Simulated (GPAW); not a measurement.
# BiTe (Fm-3m) in GPAW: single point with PBE

Aim: the single point of BiTe with PBE.

Everything below comes from runs of GPAW 26.7.0. Logs are shortened: lines on timing, memory, paths and dates and some standing lists are left out, and cuts for length are marked. The log counts tension as positive stress, the text compression.

**1. The crystal as given**

The structure is cubic, space group Fm-3m (No. 225). The conventional cell has a = 6.470 Å, b = 6.470 Å, c = 6.470 Å, α = 90.00°, β = 90.00°, γ = 90.00°. Bi (site symmetry m-3m) has 6 Te at 3.23 Å as nearest neighbours. Around Te (site symmetry m-3m) lie 6 Bi at 3.23 Å.

**2. Single point, PBE**

Contents of run.py:

```python
from ase.dft.bandgap import bandgap
from ase.io import read, write
from ase.units import GPa
from gpaw import GPAW, PW

atoms = read('BiTe.xyz')

calc = GPAW(mode=PW(500),
            xc='PBE',
            kpts={'size': (6, 6, 6), 'gamma': True},
            occupations={'name': 'fermi-dirac', 'width': 0.05},
            nbands=20,
            maxiter=120,
            txt='gpaw.txt')
atoms.calc = calc
energy = atoms.get_potential_energy()
forces = atoms.get_forces()
stress = atoms.get_stress()
calc.write('gs.gpw')
write('result.traj', atoms)
print(f'Energy: {energy:.6f} eV')
print('Forces (eV/A):')
print(forces.round(4))
print('Stress (GPa):', (stress / GPa).round(3))
print('Fermi level:', round(calc.get_fermi_level(), 4), 'eV')
print(f'Gap: {bandgap(calc)[0]:.4f} eV, direct: {bandgap(calc, direct=True)[0]:.4f} eV')
```

Contents of BiTe.xyz:

```xyz
2
Lattice="0.0000000000 3.2350000000 3.2350000000 3.2350000000 0.0000000000 3.2350000000 3.2350000000 3.2350000000 0.0000000000" Properties=species:S:1:pos:R:3 pbc="T T T"
Bi     0.0000000000      0.0000000000      0.0000000000
Te     3.2350000000      3.2350000000      3.2350000000
```

Potentials or basis: GPAW PAW data sets (gpaw-data 1.2.1), pw.

Launch:

```bash
$ OMP_NUM_THREADS=1 python run.py
```

gpaw.txt:

```text
__  _  _
 | _ |_)|_||  |
 |__||  | ||/\| - 26.7.0

Input parameters:
  mode=PW(ecut=500.0),
  kpts=MonkhorstPack(size=(6, 6, 6), gamma=True),
  maxiter=120,
  nbands=20,
  occupations=Occupations(name='fermi-dirac', width=0.05),
  xc=XC(name='PBE')

Diagonalizing LCAO Hamiltonian
Converting LCAO to pw mode

                 Te

       Bi

Atoms  # Å, Bohr magnetons
|   | symbol |        x |        y |        z |    initial magnetic moments |
|---|--------|----------|----------|----------|-----------------------------|
| 0 |     Bi | 0.000000 | 0.000000 | 0.000000 | ( 0.0000,  0.0000,  0.0000) |
| 1 |     Te | 3.235000 | 3.235000 | 3.235000 | ( 0.0000,  0.0000,  0.0000) |

Unit cell  # Å
| periodic |        x |        y |        z |  lengths |    angles |
|----------|----------|----------|----------|----------|-----------|
|      yes | 0.000000 | 3.235000 | 3.235000 | 4.574981 | 60.000000 |
|      yes | 3.235000 | 0.000000 | 3.235000 | 4.574981 | 60.000000 |
|      yes | 3.235000 | 3.235000 | 0.000000 | 4.574981 | 60.000000 |

Number of symmetries: 48
Symmetry operations  # r_c * U_cc + t_c -> r_c
|    | kind |            matrix            |
|----|------|------------------------------|
|  0 |  σ   |  1, 0, 0,  1, 0,-1,  1,-1, 0 |
|  1 |  C2  |  1, 0, 0,  1,-1, 0,  1, 0,-1 |
|  2 |  E   |  1, 0, 0,  0, 1, 0,  0, 0, 1 |
|  3 |  σ   |  1, 0, 0,  0, 0, 1,  0, 1, 0 |
|  4 |  C4  |  1, 0,-1,  1, 0, 0,  1,-1, 0 |
|  5 |  S6  |  1, 0,-1,  1,-1, 0,  1, 0, 0 |
|  6 |  σ   |  1, 0,-1,  0, 1,-1,  0, 0,-1 |
|  7 |  C3  |  1, 0,-1,  0, 0,-1,  0, 1,-1 |
|  8 |  S6  |  1,-1, 0,  1, 0, 0,  1, 0,-1 |
|  9 |  C4  |  1,-1, 0,  1, 0,-1,  1, 0, 0 |
| 10 |  C3  |  1,-1, 0,  0,-1, 1,  0,-1, 0 |
| 11 |  σ   |  1,-1, 0,  0,-1, 0,  0,-1, 1 |
| 12 |  σ   |  0, 1, 0,  1, 0, 0,  0, 0, 1 |
| 13 |  C4  |  0, 1, 0,  0, 1,-1, -1, 1, 0 |
| 14 |  C3  |  0, 1, 0,  0, 0, 1,  1, 0, 0 |
| 15 |  S6  |  0, 1, 0, -1, 1, 0,  0, 1,-1 |
| 16 |  C2  |  0, 1,-1,  1, 0,-1,  0, 0,-1 |
| 17 |  σ   |  0, 1,-1,  0, 1, 0, -1, 1, 0 |
| 18 |  S4  |  0, 1,-1,  0, 0,-1,  1, 0,-1 |
| 19 |  C4  |  0, 1,-1, -1, 1, 0,  0, 1, 0 |
| 20 |  C3  |  0, 0, 1,  1, 0, 0,  0, 1, 0 |
| 21 |  σ   |  0, 0, 1,  0, 1, 0,  1, 0, 0 |
| 22 |  S6  |  0, 0, 1,  0,-1, 1, -1, 0, 1 |
| 23 |  C4  |  0, 0, 1, -1, 0, 1,  0,-1, 1 |
| 24 |  S4  |  0, 0,-1,  1, 0,-1,  0, 1,-1 |
| 25 |  C3  |  0, 0,-1,  0, 1,-1,  1, 0,-1 |
| 26 |  C2  |  0, 0,-1,  0,-1, 0, -1, 0, 0 |
| 27 |  S6  |  0, 0,-1, -1, 0, 0,  0,-1, 0 |
| 28 |  S4  |  0,-1, 1,  1,-1, 0,  0,-1, 0 |
| 29 |  C4  |  0,-1, 1,  0, 0, 1, -1, 0, 1 |
| 30 |  C2  |  0,-1, 1,  0,-1, 0,  1,-1, 0 |
| 31 |  σ   |  0,-1, 1, -1, 0, 1,  0, 0, 1 |
| 32 |  C3  |  0,-1, 0,  1,-1, 0,  0,-1, 1 |
| 33 |  S6  |  0,-1, 0,  0, 0,-1, -1, 0, 0 |
| 34 |  S4  |  0,-1, 0,  0,-1, 1,  1,-1, 0 |
| 35 |  C2  |  0,-1, 0, -1, 0, 0,  0, 0,-1 |
| 36 |  C2  | -1, 1, 0,  0, 1, 0,  0, 1,-1 |
| 37 |  S6  | -1, 1, 0,  0, 1,-1,  0, 1, 0 |
| 38 |  S4  | -1, 1, 0, -1, 0, 1, -1, 0, 0 |
| 39 |  C3  | -1, 1, 0, -1, 0, 0, -1, 0, 1 |
| 40 |  S6  | -1, 0, 1,  0, 0, 1,  0,-1, 1 |
| 41 |  C2  | -1, 0, 1,  0,-1, 1,  0, 0, 1 |
| 42 |  C3  | -1, 0, 1, -1, 1, 0, -1, 0, 0 |
| 43 |  S4  | -1, 0, 1, -1, 0, 0, -1, 1, 0 |
| 44 |  C2  | -1, 0, 0,  0, 0,-1,  0,-1, 0 |
| 45 |  i   | -1, 0, 0,  0,-1, 0,  0, 0,-1 |
| 46 |  σ   | -1, 0, 0, -1, 1, 0, -1, 0, 1 |
| 47 |  C2  | -1, 0, 0, -1, 0, 1, -1, 1, 0 |

BZ-sampling:
  Number of BZ points: 216
  Number of IBZ points: 16

  Monkhorst-Pack size: [6, 6, 6]
  Monkhorst-Pack shift: [0.08333333333333333, 0.08333333333333333, 0.08333333333333333]

K-points  # in reciprocal-cell coordinates
|     |                                coordinates |     weight |
|-----|--------------------------------------------|------------|
|   0 | (  0.00000000,   0.00000000,   0.00000000) | 0.00462963 |
|   1 | (  0.16666667,   0.16666667,   0.00000000) | 0.02777778 |
|   2 | (  0.16666667,   0.16666667,   0.16666667) | 0.03703704 |
|   3 | (  0.33333333,   0.16666667,   0.16666667) | 0.05555556 |
|   4 | (  0.33333333,   0.33333333,  -0.33333333) | 0.05555556 |
|   5 | (  0.33333333,   0.33333333,   0.00000000) | 0.02777778 |
|   6 | (  0.33333333,   0.33333333,   0.16666667) | 0.11111111 |
|   7 | (  0.33333333,   0.33333333,   0.33333333) | 0.03703704 |
|   8 | (  0.50000000,   0.33333333,  -0.33333333) | 0.11111111 |
|   9 | (  0.50000000,   0.33333333,  -0.16666667) | 0.05555556 |
| ... |                                            |            |
|  15 | (  0.50000000,   0.50000000,   0.50000000) | 0.01851852 |

Plane wave coefficients: 1759
Cutoff: 500.0 eV

Spin-components: 1 (collinear spins)
Bands:           20
Projectors:      11
Spin-degeneracy: 2
Datatype:        complex128

Parallelization:
  kpt:    1
  domain: 1
  band:   1

Density:
  Valence electrons: 21.0
  Components: 1
  Grid points: [24 24 24]
  Charge: 0.0  # |e|

Potential:
  Grid points: [24 24 24]

species:
  Bi:
    name:    Bismuth
    Z:       83.0
    valence: 15
    core:    68
    charge:  0.0  # [|e|]
    compensation charges:
      type: gauss
      rc: 0.38  # [Å]
      lmax: 2
    cutoffs:
      filter: 2.23  # [Å]
      core: 2.33  # [Å]
    projectors
    | kind |    occ | energy [eV] | rcut [Å] |
    |------|--------|-------------|----------|
    |   6s |  2.000 |     -14.385 |    1.286 |
    |   6p |  3.000 |      -4.580 |    1.275 |
    |   5d | 10.000 |     -27.119 |    1.349 |
    |    s |        |      12.827 |    1.286 |
    |    p |        |      22.631 |    1.275 |
    |    d |        |       0.093 |    1.349 |

    Using partial waves for Bi as LCAO basis

  Te:
    name:    Tellurium
    Z:       52.0
    valence: 6
    core:    46
    charge:  0.0  # [|e|]
    compensation charges:
      type: gauss
      rc: 0.36  # [Å]
      lmax: 2
    cutoffs:
      filter: 2.09  # [Å]
      core: 3.17  # [Å]
    projectors
    | kind |    occ | energy [eV] | rcut [Å] |
    |------|--------|-------------|----------|
    |   5s |  2.000 |     -15.089 |    1.180 |
    |   5p |  4.000 |      -5.955 |    1.196 |
    |    s |        |      12.123 |    1.180 |
    |    p |        |      21.256 |    1.196 |
    |    d |        |       0.000 |    1.238 |

    Using partial waves for Te as LCAO basis

Reference energy: -769639.066386  # eV

eigensolver:
  PPCG
  Converge bands: occupied
  niter=2

density mixing:
  MSR1-Mixer
  Pratt-step length: 0.05
  Maximum mixing coefficient: 0.75
  Old densities: 10
  SVD Regularization: 0.005
  Good broyden scale: 1.0
  Trust region scale: 1.0
  Backstep threshold: 4.0
  History deletion threshold: 6.0
  Fourier metric: weight=20.0, sigma=0.015

occupation numbers:
  Fermi-Dirac:
    width: 0.0500  # eV

poisson solver:
  ecut: 4000.0  # eV

xc functional:
  name: PBE with 2 nearest neighbor stencil

convergence criteria:
- Maximum [total energy] change in last 3 cyles: 0.0005 eV / valence electron
- Maximum integral of absolute [dens]ity change: 0.0001 electrons / valence electron
- Maximum integral of absolute [eigenst]ate change: 4e-08 eV^2 / valence electron
maximum number of iterations: 120

SCF iterations
|iter     | |      energy | eigst |  dens |
|---------|-|-------------|-------|-------|
|iter:   1| |   -8.009442 | -0.43 |       |
|iter:   2| |   -8.009326 | -2.57 | -1.57 |
|iter:   3| |   -8.002770c| -3.15 | -1.61 |
|iter:   4| |   -8.005536c| -3.53 | -2.04 |
|iter:   5| |   -8.006037c| -4.19 | -2.42 |
|iter:   6| |   -8.006073c| -5.32 | -3.08 |
|iter:   7| |   -8.006077c| -6.38 | -3.88 |
|iter:   8| |   -8.006078c| -7.12 | -4.43c|
|iter:   9| |   -8.006078c| -7.97c| -5.13c|

Converged in 9 steps
Energy contributions relative to reference atoms: (reference = -769639.066386)

Energy contributions:
  Kinetic:          22.739317
  Coulomb:         -21.731475
  Zero:             -1.348279
  External:          0.000000
  Xc:               -7.656311
  Entropy:          -0.018660
  Spinorbit:         0.000000
  ----------------------------
  Free energy:      -8.015409
  Extrapolated:     -8.006078

dipole moment: (-25.199009, -25.199009, -25.199009)  # |e|*Ang

Fermi level: 6.312
Eigenvalues  # (at kpt = [0.000, 0.000, 0.000])
| band index |      eig [eV] | occ [0-2] |
|------------|---------------|-----------|
|          0 |       -16.920 |     2.000 |
|        ... |               |           |
|          2 |       -16.914 |     2.000 |
|          3 |       -16.914 |     2.000 |
|          4 |       -16.914 |     2.000 |
|          5 |        -7.052 |     2.000 |
|          6 |        -1.606 |     2.000 |
|          7 |         3.855 |     2.000 |
[... 8 lines left out ...]
|         16 |        12.575 |     0.000 |
|         17 |        12.986 |     0.000 |
|        ... |               |           |
|         19 |        13.101 |     0.000 |

No gap
No difference between direct/indirect transitions

Forces  # eV/Ang
|       x |        y |        z |
|---------|----------|----------|
| 0.00000 | -0.00000 | -0.00000 |  # Bi   0
| 0.00000 | -0.00000 | -0.00000 |  # Te   1

Stress tensor  # eV/Ang^3
|         x |         y |         z |
|-----------|-----------|-----------|
| -0.004099 |  0.000000 |  0.000000 |
|  0.000000 | -0.004099 |  0.000000 |
|  0.000000 |  0.000000 | -0.004099 |

# Writing to gs.gpw (mode='')
```

Run time: 12 s. Hardware: 1 thread of Arm Neoverse V1, shared host; peak memory 0.16 GiB.

What came out:

```yaml
Free_energy: -8.0154 eV
Pressure: 0.7 GPa
Band_gap_on_the_k_mesh: none (metal or under the smearing width)
```

Caveat: the cutoff is short for stress and forces, so pressures can be off by a GPa or more; spin-orbit coupling is left out, which moves the levels of the heavy elements.
